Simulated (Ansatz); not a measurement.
# AlPt: the cost of one run

Computed with Ansatz 0.2.0 (DFT PBEsol, scalar-relativistic, plane waves, PAW, unless a step's input says otherwise).

## (1) The system as given

The structure is cubic, space group P2_13 (No. 198). The conventional cell has a = 4.879 Å, b = 4.879 Å, c = 4.879 Å, α = 90.00°, β = 90.00°, γ = 90.00°. Around Al (site symmetry 3) lie 7 Pt at 2.60 to 2.63 Å. Pt (site symmetry 3) is surrounded by 7 Al at 2.60 to 2.63 Å.

Structure file:

```xyz
8
Lattice="4.8789 0.0000 0.0000 0.0000 4.8789 0.0000 0.0000 0.0000 4.8789" Properties=species:S:1:pos:R:3 pbc="T T T"
Al    4.1180    4.1180    4.1180
Al    3.2004    0.7610    1.6785
Al    1.6785    3.2004    0.7610
Al    0.7610    1.6785    3.2004
Pt    0.7565    0.7565    0.7565
Pt    1.6829    4.1224    3.1960
Pt    3.1960    1.6829    4.1224
Pt    4.1224    3.1960    1.6829
```

The structure comes from the Materials Project (structure only).

(A quick probe on a coarse mesh, which set the mesh and smearing, is not shown.)

## (3) Full relaxation

Input file input.yaml:

```yaml
crystal:
  lattice:
    - [4.87893207, 0.0, 0.0]
    - [0.0, 4.87893207, 0.0]
    - [0.0, 0.0, 4.87893207]
  atoms:
    - { symbol: Al, position: [0.8440321, 0.8440321, 0.8440321] }
    - { symbol: Al, position: [0.6559679, 0.1559679, 0.3440321] }
    - { symbol: Al, position: [0.3440321, 0.6559679, 0.1559679] }
    - { symbol: Al, position: [0.1559679, 0.3440321, 0.6559679] }
    - { symbol: Pt, position: [0.15506306, 0.15506306, 0.15506306] }
    - { symbol: Pt, position: [0.34493694, 0.84493694, 0.65506306] }
    - { symbol: Pt, position: [0.65506306, 0.34493694, 0.84493694] }
    - { symbol: Pt, position: [0.84493694, 0.65506306, 0.34493694] }
basis:
  ecutwfc: 420
kpoints:
  mp_grid: { grid: [8, 8, 8] }
hamiltonian:
  xc: pbesol
scf:
  occupations: { method: gaussian, width: 0.1 }
output:
  forces: true
  stress: true
  eigenvalues: true
relax:
  adjacent_minimum: "off"
  f_tol: 0.005
  max_steps: 80
  cell: { stress_tol: 0.05 }
```

Command:

```
$ ansatz run input.yaml --threads 4 --pin off --max-ram 10240MiB --backend cpu --events-out ev --progress --plain --runs-dir out
```

What time and memory should one allow on 4 threads of AMD EPYC 9R45 (Zen 5), shared host?

About 9.2 s, with a peak of 0.62 GiB.
